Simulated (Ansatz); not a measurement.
# Au: the cost of one run

Method: DFT LDA, scalar-relativistic, plane waves, PAW, in Ansatz 0.2.0.

### 1 The starting structure

It takes space group Fm-3m (No. 225, cubic). Conventional cell: a = 4.080 Å, b = 4.080 Å, c = 4.080 Å, α = 90.00°, β = 90.00°, γ = 90.00°. Around Au (site symmetry m-3m) lie 12 Au at 2.88 Å.

Structure file:

```cif
data_structure
_symmetry_space_group_name_H-M 'P 1'
_symmetry_Int_Tables_number 1
_cell_length_a 2.8850
_cell_length_b 2.8850
_cell_length_c 2.8850
_cell_angle_alpha 60.000
_cell_angle_beta 60.000
_cell_angle_gamma 60.000
_cell_volume 16.98
loop_
_atom_site_label
_atom_site_type_symbol
_atom_site_fract_x
_atom_site_fract_y
_atom_site_fract_z
_atom_site_occupancy
Au1 Au 0.00000 0.00000 0.00000 1
```

### 2 Relaxing cell and atoms: Au, no spin

The input, input.yaml:

```yaml
crystal:
  lattice:
    - [0.0, 2.04, 2.04]
    - [2.04, 0.0, 2.04]
    - [2.04, 2.04, 0.0]
  atoms:
    - { symbol: Au, position: [0.0, 0.0, 0.0] }
scf:
  occupations: { method: gaussian, width: 0.1 }
output:
  forces: true
  stress: true
  eigenvalues: true
  write_density: true
  write_potential: true
  elf: true
  volumetric_format: npy
kpoints:
  mp_grid: { grid: [34, 34, 34] }
hamiltonian:
  xc: lda
relax:
  f_tol: 0.003
  max_steps: 60
  cell: { stress_tol: 0.02 }
```

Launch:

```bash
$ ansatz run input.yaml --threads 4 --pin off --max-ram 8192MiB --backend cpu --events-out ev --progress --plain --runs-dir out
```

Q: Estimate wall time and peak memory on 4 threads of Intel Xeon 6975P-C (Granite Rapids), shared host.

About 9.7 s, with a peak of 0.58 GiB.
